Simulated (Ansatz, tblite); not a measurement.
**In4P4 wurtzite atom sphere (In4P4H14): a ladder of methods and basis sets**

Aim: run the singlet of In4P4 wurtzite atom sphere (In4P4H14) at one geometry on many levels, and compare frontier levels, spin and run time.

Program: Ansatz 0.2.0, Gaussian basis. Level of theory: as each input shows. These are calculated values, not measurements.

The runs, in order: GFN1-xTB, GFN2-xTB, PBE-D4/def2-TZVP, r2SCAN-D4/def2-TZVP, BHLYP-D4/def2-TZVP, PBE-QIDH/def2-TZVP, B2PLYP/def2-TZVP, PBE-D4/def2-SVP, PBE0-D4/def2-SVP, CCSD(T)/def2-SVP, MP2/def2-TZVP, RPA/def2-TZVP.

1 further run of the same task is left out (set aside as unsound or not needed).

## Step 1: The structure

The singlet was relaxed beforehand with PBE-D4/def2-SVP.

22 atoms, charge 0, spin multiplicity 1.

Bond lengths: In1–P2 2.714 Å, In1–P4 2.602 Å, In1–H9 1.739 Å, In1–H10 1.739 Å, P2–In6 2.595 Å, P2–H11 1.432 Å, P2–H12 1.432 Å, In3–P4 2.602 Å, In3–P5 2.714 Å, In3–H13 1.739 Å, In3–H14 1.739 Å, P4–In7 2.602 Å, P4–H15 1.437 Å, P5–In6 2.595 Å, P5–H16 1.432 Å, P5–H17 1.432 Å, In6–P8 2.595 Å, In6–H18 1.735 Å and more. Angles: P2–In1–P4 94.9°, P2–In1–H9 102.2°, P2–In1–H10 102.2°, P4–In1–H9 111.0°, P4–In1–H10 111.0°, H9–In1–H10 128.7°, In1–P2–In6 124.8°, In1–P2–H11 111.4°, In1–P2–H12 111.5°, In6–P2–H11 104.3°, In6–P2–H12 104.3°, H11–P2–H12 96.8°, P4–In3–P5 94.9°, P4–In3–H13 111.0°, P4–In3–H14 111.0°, P5–In3–H13 102.1°, P5–In3–H14 102.2°, H13–In3–H14 128.7° and more.

In takes a core potential in the def2 sets. No spin-orbit coupling is included.

PBE0-D4/def2-TZVP was run before; its log isn't repeated, and its numbers join the tables.

## Step 2: GFN1-xTB

Tight binding, by tblite at 300 K electronic temperature and without a spin-polarisation term:

```python
tblite.interface.Calculator('GFN1-xTB', numbers, positions, charge=0, uhf=0).singlepoint()
```

Energy -661.6341 eV, HOMO -9.89 eV, LUMO -6.06 eV; 0.041 s.

## Step 3: GFN2-xTB

Tight binding, by tblite at 300 K electronic temperature and without a spin-polarisation term:

```python
tblite.interface.Calculator('GFN2-xTB', numbers, positions, charge=0, uhf=0).singlepoint()
```

Energy -600.5269 eV, HOMO -10.69 eV, LUMO -7.34 eV; 0.028 s.

## Step 4: PBE-D4/def2-TZVP

start.molden holds the orbitals of an earlier run on this state, given as this run's starting guess.

Input file in.yaml:

```yaml
crystal:
  periodic: [false, false, false]
  atoms:
    - {symbol: In, position_ang: [-2.218645, -1.273621, -1.511013]}
    - {symbol: P, position_ang: [-1.965634, -1.136675, 1.187698]}
    - {symbol: In, position_ang: [2.209356, -1.285455, -1.515601]}
    - {symbol: P, position_ang: [-0.001752, -0.004418, -2.004821]}
    - {symbol: P, position_ang: [1.971778, -1.133392, 1.183638]}
    - {symbol: In, position_ang: [0.003501, 0.006016, 2.433261]}
    - {symbol: In, position_ang: [0.003175, 2.552109, -1.521472]}
    - {symbol: P, position_ang: [0.000095, 2.277380, 1.178546]}
    - {symbol: H, position_ang: [-2.042345, -2.977526, -1.810305]}
    - {symbol: H, position_ang: [-3.597107, -0.254332, -1.802502]}
    - {symbol: H, position_ang: [-2.057585, -2.433492, 1.788284]}
    - {symbol: H, position_ang: [-3.137899, -0.584440, 1.797425]}
    - {symbol: H, position_ang: [2.018864, -2.989790, -1.803914]}
    - {symbol: H, position_ang: [3.593398, -0.278003, -1.821152]}
    - {symbol: H, position_ang: [-0.002966, -0.007472, -3.441464]}
    - {symbol: H, position_ang: [2.073510, -2.426423, 1.790774]}
    - {symbol: H, position_ang: [3.144638, -0.571943, 1.783722]}
    - {symbol: H, position_ang: [0.004877, 0.009395, 4.168009]}
    - {symbol: H, position_ang: [-1.563479, 3.244891, -1.820891]}
    - {symbol: H, position_ang: [1.572327, 3.239967, -1.819061]}
    - {symbol: H, position_ang: [-1.074853, 3.009611, 1.777902]}
    - {symbol: H, position_ang: [1.066728, 3.017600, 1.782940]}
basis:
  gaussian: {orbitals: def2-TZVP, fitting: {mean_field: def2-universal-jkfit}, initial_orbitals: start.molden}
hamiltonian: {xc: pbe, dispersion: d4}
scf: {omitted_lower_state_checks: [starts]}
output: {forces: true, orbitals: {seedname: orbitals}}
```

On the command line:

```sh
ansatz run in.yaml --threads 2 --pin off --events-out ev --progress --plain --max-ram 32768MiB --backend cuda --devices 0, --max-vram 18GiB
```

The runs that follow: r2SCAN-D4/def2-TZVP; BHLYP-D4/def2-TZVP; PBE-QIDH/def2-TZVP; B2PLYP/def2-TZVP; PBE-D4/def2-SVP; PBE0-D4/def2-SVP; CCSD(T)/def2-SVP; MP2/def2-TZVP; RPA/def2-TZVP.

Before running them: what should the planned runs give, taken together? Wanted: gap in def2-TZVP, named functionals, smallest and largest; correlation energy, CCSD(T)/def2-SVP; correlation energy, MP2/def2-TZVP; binding an atom, CCSD(T)/def2-SVP; PBE0 total energy, smallest basis above largest.

The runs gave:

```
                                                 quantity                                 value
gap in def2-TZVP, named functionals, smallest and largest  3.98 eV (PBE-D4), 7.40 eV (BHLYP-D4)
                     correlation energy, CCSD(T)/def2-SVP                             -28.84 eV
                        correlation energy, MP2/def2-TZVP                             -48.78 eV
                        binding an atom, CCSD(T)/def2-SVP                              2.255 eV
          PBE0 total energy, smallest basis above largest        13.51 eV (def2-SVP, def2-TZVP)
```

In words: Over the named functionals in def2-TZVP the gap runs from 3.98 eV (PBE-D4) to 7.40 eV (BHLYP-D4); exact exchange widens it. The functionals in def2-TZVP miss CCSD(T)/def2-SVP by +0.188 (PBE0-D4) to +0.209 eV (r2SCAN-D4) an atom. The yardstick is in a double-zeta basis, so levels in larger sets aren't compared like for like. CCSD(T)/def2-SVP isn't at the basis-set limit; small misses against it rank nothing.
